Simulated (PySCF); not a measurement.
# H18HfN6 (Hf(NH3)64+): the cost of one run

Method: PBE, Hf def2-SVP with ECP60, N def2-SVP, H def2-SVP; scalar-relativistic core potentials, no spin–orbit coupling; program: PySCF 2.14.0.

3 further runs of the same task are left out: 2 for a known fault of the program, 1 that didn't finish.

## Step 1: The starting structure

25 atoms, charge 4, spin multiplicity 1.

Bond lengths: Hf1–N2 2.336 Å, Hf1–N6 2.336 Å, Hf1–N10 2.336 Å, Hf1–N14 2.336 Å, Hf1–N18 2.336 Å, Hf1–N22 2.336 Å, N2–H3 1.045 Å, N2–H4 1.047 Å, N2–H5 1.047 Å, N6–H7 1.045 Å, N6–H8 1.047 Å, N6–H9 1.047 Å, N10–H11 1.045 Å, N10–H12 1.047 Å, N10–H13 1.047 Å, N14–H15 1.047 Å, N14–H16 1.045 Å, N14–H17 1.047 Å and more. Angles: N2–Hf1–N6 84.9°, N2–Hf1–N10 84.9°, N2–Hf1–N14 77.5°, N2–Hf1–N18 134.1°, N2–Hf1–N22 134.1°, N6–Hf1–N10 84.9°, N6–Hf1–N14 134.1°, N6–Hf1–N18 77.5°, N6–Hf1–N22 134.1°, N10–Hf1–N14 134.1°, N10–Hf1–N18 134.1°, N10–Hf1–N22 77.5°, N14–Hf1–N18 84.9°, N14–Hf1–N22 84.9°, N18–Hf1–N22 84.9°, Hf1–N2–H3 116.4°, Hf1–N2–H4 116.1°, Hf1–N2–H5 116.0° and more.

Geometry (Å):

```
Hf    0.0000    0.0000    0.0000
N     1.8191    0.0834    1.4628
H     1.5948    0.0724    2.4832
H     2.5077   -0.7009    1.3856
H     2.4312    0.9290    1.3868
N    -0.9818    1.5337    1.4628
H    -0.8601    1.3450    2.4832
H    -0.6468    2.5222    1.3856
H    -2.0202    1.6410    1.3868
N    -0.8373   -1.6171    1.4628
H    -0.7347   -1.4174    2.4832
H    -1.8609   -1.8213    1.3856
H    -0.4110   -2.5700    1.3868
N     1.8191    0.0834   -1.4628
H     2.5077   -0.7009   -1.3856
H     1.5948    0.0724   -2.4832
H     2.4312    0.9290   -1.3868
N    -0.9818    1.5337   -1.4628
H    -0.6468    2.5222   -1.3856
H    -0.8601    1.3450   -2.4832
H    -2.0202    1.6410   -1.3868
N    -0.8373   -1.6171   -1.4628
H    -1.8609   -1.8213   -1.3856
H    -0.7347   -1.4174   -2.4832
H    -0.4110   -2.5700   -1.3868
```

Formal oxidation states: Hf +4. An earlier session relaxed this geometry at PBE, Hf def2-SVP with ECP60, N def2-SVP, H def2-SVP (singlet, point group D3h).

Its energy there is -385.211654 Eh.

## Step 2: Atoms moved at random, σ = 0.06 Å

Input file run.py (the lines that set the calculation):

```python
mol = gto.M(atom='''
Hf     0.03252     0.14007    -0.00709
N      1.74764     0.11516     1.48395
H      1.55325    -0.04246     2.53958
H      2.59690    -0.69399     1.45719
H      2.43318     0.84382     1.38885
N     -0.95539     1.50396     1.45446
H     -0.76625     1.39733     2.53383
H     -0.69218     2.47873     1.27460
H     -1.99163     1.72986     1.29857
N     -0.90408    -1.55630     1.40601
H     -0.70652    -1.44770     2.56180
H     -1.86160    -1.88782     1.41636
H     -0.43372    -2.54821     1.41345
N      1.84764     0.11769    -1.48901
H      2.46944    -0.66307    -1.47015
H      1.61680     0.00173    -2.48942
H      2.46104     1.03876    -1.42860
N     -0.97570     1.59353    -1.46792
H     -0.64818     2.52195    -1.32393
H     -0.80545     1.29987    -2.47780
H     -2.00836     1.58447    -1.35305
N     -0.82905    -1.66356    -1.49804
H     -1.90395    -1.93518    -1.39297
H     -0.84075    -1.43148    -2.41479
H     -0.43559    -2.49715    -1.41587''',
    basis={'Hf': 'def2-SVP', 'N': 'def2-SVP', 'H': 'def2-SVP'},
    ecp={'Hf': 'def2-SVP'},
    charge=4, spin=0)
mf = dft.RKS(mol, xc='PBE')
mf.grids.atom_grid = (50, 194)
mf = mf.density_fit()  # fitting sets: Hf def2-universal-JKFIT, N def2-universal-JKFIT, H def2-universal-JKFIT
mf.conv_tol = 1e-08; mf.max_cycle = 55
mf.kernel(dm0)  # dm0: the density of the relaxed state
```

Started as:

```console
OMP_NUM_THREADS=4 python run.py
```

**Question.** How long does this run take on 4 threads of Intel Xeon Platinum 8259CL at 2.50GHz (Skylake/Cascade Lake), shared host?

About 31 s.
